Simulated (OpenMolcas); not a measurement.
# SiH2SeF (SMILES F[SiH][SeH]): ROCCSD/6-31G(d,p) (Cartesian functions)

Aim: the vertical electron affinity of SiH2SeF at ROCCSD/6-31G** (Cartesian functions), from 2 runs. 

Program for the calculation: OpenMolcas 26.06.

2 further runs of the same task are left out: 2 set aside as unsound or not needed.

## (1) The molecule

The species is SiH2SeF (5 atoms), meant as a doublet with charge 0. SMILES: `F[SiH][SeH]`. The coordinates come from a PBE0-D4/def2-TZVP relaxation. This is one conformer, not always the lowest.

Bond lengths: F1–Si2 1.603 Å, Si2–Se3 2.278 Å, Si2–H4 1.497 Å, Se3–H5 1.470 Å. Angles: F1–Si2–Se3 105.1°, F1–Si2–H4 106.6°, Se3–Si2–H4 111.9°, Si2–Se3–H5 90.4°.

## (2) The energy at ROCCSD/6-31G(d,p) (Cartesian functions)

job.inp reads:

```
* FH2SeSi CCSD

&GATEWAY
 BasisSet
 F.6-31G**....
 F1 -0.580700 -1.422800 1.312100 angstrom
 End of Basis
 BasisSet
 Si.6-31G**....
 Si2 -0.677900 -0.218300 0.258300 angstrom
 End of Basis
 BasisSet
 Se.6-31G**....
 Se3 1.408800 0.693300 0.205500 angstrom
 End of Basis
 BasisSet
 H.6-31G**....
 H4 -1.053400 -0.829000 -1.056400 angstrom
 H5 0.953100 1.703200 -0.760900 angstrom
 End of Basis

&SEWARD

&SCF
 UHF
 Spin=2
 PrOrbitals=0

&RASSCF
 FileOrb=$Project.UnaOrb
 Spin=2
 Nactel=1 0 0
 Inactive=29
 Ras2=1
 OutOrbitals=Canonical
 OrbListing=NoCore

&MOTRA
 JobIph
 Frozen=15

&CCSDT
 CCSD
 Iterations=50
 Extrapolation=5 4
```

On the command line:

```sh
$ export MOLCAS_MEM=1860
$ pymolcas job.inp > job.log
```

The log of the run:

```text
--- Start Module: gateway ---
[...]
--- Stop Module: gateway /rc=_RC_ALL_IS_WELL_ ---
[...]
      Basis functions           79
[...]
       Convergence after  14 Iterations
[...]
::    Total SCF energy                              -2789.1043867740
[...]
      Total spin, S                                     0.5031675988
[...]
      Number of active orbitals                  1
[...]
      Spin quantum number                      0.5
[...]
      Active orbitals                            1
[...]
      Number of CSFs                             1
[...]
      Number of root(s) required                 1
[...]
      Convergence after  9 iterations
[...]
      printout of CI-coefficients larger than  0.05 for root  1
      energy=   -2789.102658
      conf/sym  1     Coeff  Weight
             1  u   1.00000 1.00000
      Natural orbitals and occupation numbers for root  1
      sym 1:   1.000000
      ************************************************************************************************************************
      *                                                    Final results                                                     *
[...]
::    RASSCF root number  1 Total energy:  -2789.10265789
[...]
      Total electronic charge=   59.000000
      Total            charge=   -0.000000
[...]
      Dipole Moment (debye):
      Origin of the operator (angstrom)=    0.6399    0.1796    0.3626
                   X= -1.3443E+00               Y=  1.3105E+00               Z= -1.3194E+00           Total=  2.2946E+00
      Quadrupole Moment (debye*angstrom):
[...]
--- Start Module: motra ---
[...]
      *** WARNING: Default frozen orbitals is overwritten by user input.
      *** Default values:  18
[...]
--- Stop Module: motra /rc=_RC_ALL_IS_WELL_ ---
--- Start Module: ccsdt ---
[...]
      Convergence after                    18  Iterations
      Total energy (diff) :   -2789.63342296      -0.00000000
[...]
--- Stop Module: ccsdt /rc=_RC_ALL_IS_WELL_ ---
[...]
```

It took 26 s on 1 thread of Arm Neoverse V2, shared host; peak memory 0.44 GiB.

## (3) The singlet anion

job.inp reads:

```
>>> EXPORT MOLCAS_PRINT=2

&gateway
 basisset
 F.6-31G**....
 F1 -0.580700 -1.422800 1.312100 angstrom
 End of Basis
 basisset
 Si.6-31G**....
 Si2 -0.677900 -0.218300 0.258300 angstrom
 End of Basis
 basisset
 Se.6-31G**....
 Se3 1.408800 0.693300 0.205500 angstrom
 End of Basis
 basisset
 H.6-31G**....
 H4 -1.053400 -0.829000 -1.056400 angstrom
 H5 0.953100 1.703200 -0.760900 angstrom
 End of Basis

&seward

&scf
 charge=-1
 prorbitals=0

&rasscf
 fileorb=$Project.ScfOrb
 spin=1
 nactel=0 0 0
 inactive=30
 ras2=0
 outorbitals=Canonical
 orblisting=NoCore

&motra
 jobiph
 frozen=15

&ccsdt
 ccsd
 iterations=50
 extrapolation=5 4
```

On the command line:

```sh
$ export MOLCAS_MEM=1860
$ pymolcas job.inp > job.log
```

The log of the run:

```text
--- Start Module: gateway ---
[...]
--- Stop Module: gateway /rc=_RC_ALL_IS_WELL_ ---
[...]
      Basis functions           79
[...]
       Convergence after  15 Iterations
[...]
::    Total SCF energy                              -2789.1031054391
[...]
      Total spin, S                                     0.0000000000
[...]
      Number of active orbitals                  0
[...]
      Spin quantum number                      0.0
[...]
      Active orbitals                            0
[...]
      Number of CSFs                             1
[...]
      Number of root(s) required                 1
[...]
      Convergence after  4 iterations
[...]
      Natural orbitals and occupation numbers for root  1
      ************************************************************************************************************************
      *                                                    Final results                                                     *
      ************************************************************************************************************************
[...]
::    RASSCF root number  1 Total energy:  -2789.10310544
[...]
      Total electronic charge=   60.000000
      Total            charge=   -1.000000
[...]
      Dipole Moment (debye):
      Origin of the operator (angstrom)=    0.6399    0.1796    0.3626
                   X=  4.0750E+00               Y=  7.4645E-01               Z= -7.8388E-01           Total=  4.2163E+00
      Center of Charge (angstrom)
[...]
--- Start Module: motra ---
[...]
      *** WARNING: Default frozen orbitals is overwritten by user input.
      *** Default values:  18
[...]
--- Stop Module: motra /rc=_RC_ALL_IS_WELL_ ---
--- Start Module: ccsdt ---
[...]
      Convergence after                    14  Iterations
      Total energy (diff) :   -2789.65217077      -0.00000006
[...]
--- Stop Module: ccsdt /rc=_RC_ALL_IS_WELL_ ---
[...]
```

Wall time 20 s (1 thread of Arm Neoverse V2, shared host); peak memory 0.44 GiB.

## (4) Outcome

At ROCCSD/6-31G** (Cartesian functions), 15 core orbitals frozen:

```
                                                            quantity           value
                                       doublet SiH2SeF: total energy  -2789.63342 Eh
                                         singlet anion: total energy  -2789.65217 Eh
                  singlet anion: HOMO energy (Hartree–Fock orbitals)        -0.85 eV
                  singlet anion: LUMO energy (Hartree–Fock orbitals)         8.71 eV
singlet anion: HOMO–LUMO gap (to an unbound level, set by the basis)         9.56 eV
         singlet anion: correlation energy (15 core orbitals frozen)      -549.1 mEh
                   vertical electron affinity (to the singlet anion)        0.510 eV
```

**Reading.** At fixed nuclei the extra electron is bound by 0.51 eV (11.8 kcal/mol). The basis has no diffuse functions, so the error can be as large as this value.
